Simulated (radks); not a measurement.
# Ti⁴⁺ in [Ne] 3p6 4p2: an all-electron calculation

An exercise on one series of results from a longer session: the logs are not shown, and one member is left open.

The numbers are computed with radks (a radial shooting solver on a logarithmic mesh, Libxc functionals) version 1 (scalar-relativistic Kohn-Sham, TASK exchange with Perdew-Wang LDA correlation, spin-polarised, spherical densities, finite nucleus; open shells are filled with parallel spins first), except any that are marked as measured or tabulated.

## The atom as given

| Quantity | Value |
| --- | --- |
| element | titanium (Z = 22) |
| charge | +4 |
| electrons | 18 |
| configuration | [Ne] 3p6 4p2 |
| nuclear rms radius | 3.5921 fm |

The outer shells:

Ti⁴⁺
```
[Ne] core
3p [↑↓][↑↓][↑↓]
4p [↑ ][↑ ][  ]
```

The first run:

Input:

```text
Z 22
configuration [Ne] 3p6 4p2
relativity scalar-relativistic
functional task,pw
spin polarised
nucleus finite rms 3.5921 fm
c 137.035999084
```

On the command line:

```
$ python run_ks.py task.json out
```

All runs below come from this command, one after another.

One of the session's tables, all rows but one given; the rest of the session is left out.

It belongs to the step «Shells». From the orbitals of this run (lengths in bohr):

```
  level      <r>  outermost maximum (interpolated)  90 % within  nodes
  1s up  0.06973                            0.0456        0.125      0
1s down  0.06973                            0.0456        0.125      0
  2s up   0.3242                             0.269        0.504      1
2s down   0.3241                             0.269        0.503      1
  2p up   0.2890                             0.219        0.475      0
2p down        ?                                 ?            ?      ?
  3p up   0.9750                             0.856         1.46      1
3p down   0.9769                             0.861         1.46      1
  4p up    2.447                              2.30         3.46      2
```

**Question.** Estimate the row for 2p down.

The run gave: <r>: 0.2889; outermost maximum (interpolated): 0.219; 90 % within: 0.475; nodes: 0. In the column «<r>» it lies between 1s down (0.06973) and 2p up (0.2890).
